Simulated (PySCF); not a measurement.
# H3NdO3 (Nd(OH)3+): the cost of one run

Method: PBE0, Nd lcecp-2-SVP with ECP48, O def2-SVP, H def2-SVP; scalar-relativistic core potentials, no spin–orbit coupling; program: PySCF 2.14.0.

1 further run of the same task is left out (for a known fault of the program).

**1. The starting structure**

7 atoms, charge 1, spin multiplicity 1.

Bond lengths: Nd1–O2 2.097 Å, Nd1–O4 2.097 Å, Nd1–O6 2.097 Å, O2–H3 0.966 Å, O4–H5 0.966 Å, O6–H7 0.966 Å. Angles: O2–Nd1–O4 120.0°, O2–Nd1–O6 120.0°, O4–Nd1–O6 120.0°, Nd1–O2–H3 158.7°, Nd1–O4–H5 158.7°, Nd1–O6–H7 158.7°.

As a file:

| atom | x (Å) | y (Å) | z (Å) |
| --- | --- | --- | --- |
| Nd1 | 0.0000 | 0.0000 | 0.0000 |
| O2 | 2.0966 | 0.0000 | 0.0000 |
| H3 | 2.9966 | 0.0000 | 0.3500 |
| O4 | -1.0483 | 1.8157 | 0.0000 |
| H5 | -1.4983 | 2.5951 | 0.3500 |
| O6 | -1.0483 | -1.8157 | 0.0000 |
| H7 | -1.4983 | -2.5951 | 0.3500 |

Formal oxidation states: Nd +4. Each metal's 2 4f electrons lie in its core potential, so multiplicities, spins and levels count the valence alone.

**2. SCF at the start, singlet**

File run.py (the lines that set the calculation):

```python
mol = gto.M(atom='''
Nd     0.00000     0.00000     0.00000
O      2.09660     0.00000     0.00000
H      2.99660     0.00000     0.35000
O     -1.04830     1.81570     0.00000
H     -1.49830     2.59510     0.35000
O     -1.04830    -1.81570     0.00000
H     -1.49830    -2.59510     0.35000''',
    basis={'Nd': 'lcecp-2-SVP', 'O': 'def2-SVP', 'H': 'def2-SVP'},
    ecp={'Nd': 'lcecp-2-SVP'},
    charge=1, spin=0)
mf = dft.RKS(mol, xc='PBE0')
mf.grids.atom_grid = (50, 194)  # f atoms: unpruned, at least (60, 302)
mf = mf.density_fit()  # fitting sets: Nd AutoAux, O def2-universal-JKFIT, H def2-universal-JKFIT
mf.conv_tol = 1e-08; mf.max_cycle = 55
mf.kernel(dm0)  # dm0: free metal ions and neutral atoms
```

Started as:

```console
OMP_NUM_THREADS=2 python run.py
```

Q: Estimate wall time and peak memory on 2 threads of Arm Neoverse V2, shared host.

About 2.2 s, with a peak of 0.49 GiB.
